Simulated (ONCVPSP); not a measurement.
# Boron: generating and testing an ONCV potential

Aim: build the potential from the settings below, then test how well it stands in for the atom: other configurations, scattering, ghost states and the plane-wave cutoff that it needs.

Program: ONCVPSP 4.0.1.1 (patched build). Reference atom: LDA (Perdew-Wang 92), scalar-relativistic, spherical and spin-unpolarised. All values are calculated.

## (1) The design

The settings as typed:

```
element                 : boron (B, Z = 5)
type                    : optimised norm-conserving Vanderbilt (ONCV)
frozen core             : [He]
valence charge          : 3
reference configuration : 2s2 (charge +1)
partial waves           : 2s: rc 1.40 bohr, ncon 5, nbas 8, qcut 5.5 1/bohr, 3 projectors, debl 0.5 Ha; p scattering state at 0.31 Ha: rc 1.40 bohr, ncon 4, nbas 8, qcut 4.9 1/bohr, 2 projectors, debl 2.4 Ha; d scattering state at 0.25 Ha: rc 1.25 bohr, ncon 4, nbas 8, qcut 7.8 1/bohr, 2 projectors, debl 1.9 Ha
local potential         : polynomial inside 1.25 bohr (lpopt 2, dvloc0 2 Ha)
core correction         : not asked for
```

## (2) Generation

The input, B.dat:

```
# ATOM AND REFERENCE CONFIGURATION
# atsym  z   nc   nv     iexc    psfile
  B 5.00    1    1  -001012      upf
#
#   n    l    f
    1    0    2.00
    2    0    2.00
#
# PSEUDOPOTENTIAL AND OPTIMIZATION
# lmax
    2
#
#   l,   rc,      ep,       ncon, nbas, qcut
    0    1.40    0.00    5    8    5.50
    1    1.40    0.31    4    8    4.90
    2    1.25    0.25    4    8    7.80
#
# LOCAL POTENTIAL
# lloc, lpopt,  rc(5),   dvloc0
    4    2    1.25    2.00
#
# VANDERBILT-KLEINMAN-BYLANDER PROJECTORs
# l, nproj, debl
    0    3    0.50
    1    2    2.40
    2    2    1.90
#
# MODEL CORE CHARGE
# icmod, fcfact, rcfact
    0    0.00    0.00
#
# LOG DERIVATIVE ANALYSIS
# epsh1, epsh2, depsh
   -2.00    5.00    0.02
#
# OUTPUT GRID
# rlmax, drl
    6.00    0.01
#
# TEST CONFIGURATIONS
# ncnf
    4
# nvcnf
#   n    l    f
    2
    2    0    2.00
    2    1    1.00
#
    1
    2    0    1.00
#
    2
    2    0    2.00
    2    1    0.50
#
    2
    2    0    1.00
    2    1    1.00
#
```

Run with:

```bash
$ oncvpsp.x < B.dat > B.out
```

Before running it: what results should come out? Wanted: cutoffs for 1 and 0.1 mHa per electron, occupied waves; bound ghosts; GHOST(+) flags; largest test error; largest phase difference near zero energy, channels read; projector energies reset by the program.

**Answer**, as computed:

| quantity | value |
| --- | --- |
| cutoffs for 1 and 0.1 mHa per electron, occupied waves | 13 Ha and 25 Ha |
| bound ghosts | s at -147.03 eV |
| GHOST(+) flags | s at 764 eV, s at 1562 eV |
| largest test error (AE − PS) | +50 meV, for 2s1 |
| largest phase difference near zero energy, channels read | 0.000 rad |
| projector energies reset by the program | s: -0.713, 0.250, 0.750 Ha; p: 0.050, 2.450 Ha |

**Reading.** A bound ghost (s) makes it unfit for use: electrons can fall into a state that the atom doesn't have. By total energies transferability is fair: the largest error is 50 meV on 25.3 eV, for 2s1. It counts as soft on the atom at that tolerance, with 13 Ha needed at the looser tolerance. That counts occupied waves only; other projectors can need more. Near zero energy the phases of the channels with partial waves agree within 0.001 rad. The program also flags highly localised states, GHOST(+) (s).
